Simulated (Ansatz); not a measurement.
Fe4Si:

```xyz
5
Lattice="0.0000 2.0276 9.4663 1.5219 0.0000 9.4663 1.5219 2.0276 0.0000" Properties=species:S:1:pos:R:3 pbc="T T T"
Fe    1.5219    2.0276   11.2473
Fe    1.5219    2.0276    3.7481
Fe    1.5219    2.0276   15.1846
Fe    1.5219    2.0276    7.6854
Si    0.0000    0.0000    0.0000
```

The cell comes from a database or a generator and needn't be the stable form of this composition.

Base run:

```yaml
Program: Ansatz 0.2.0
Functional: PBEsol
Potentials_or_basis: JTH PAW
Cutoff: 1320 eV
Density_cutoff: 7920 eV
k_mesh: 11 × 11 × 11
Occupations: fermi-dirac, width 0.05 eV
Spin: collinear spin, ferromagnetic start
Starting_moments: "[3.0, 3.0, 3.0, 3.0, 0.0] μB"
```

Its results: band gap on the k mesh none (metal or under the smearing width); pressure -9.6 GPa; net moment 8.84 μB per cell; site moments Fe +1.93, +2.58; Si -0.06 μB; largest force 0.072 eV/Å.

Problem. After a change of settings the same cell gave: band gap on the k mesh none (metal or under the smearing width); pressure -9.2 GPa; net moment 8.81 μB per cell; site moments Fe +1.91, +2.57; Si -0.06 μB; largest force 0.062 eV/Å. Which change was it?
A. potentials or basis from JTH PAW to PseudoDojo standard (PBEsol files); cutoff from 1320 eV to 1225 eV; density cutoff from 7920 eV to 4898 eV
B. potentials or basis from JTH PAW to Ansatz PAW earlier set; cutoff from 1320 eV to 844 eV; density cutoff from 7920 eV to 3376 eV
C. functional from PBEsol to PBE; potentials or basis from JTH PAW to Ansatz PAW; cutoff from 1320 eV to 420 eV; density cutoff from 7920 eV to 1680 eV

Solution. B.

Caveats: the PAW data sets come from PBE, with cores solved anew for the run's functional, which leaves a small shift of forces and pressure (some runs).

Not every run made on this cell is shown here.
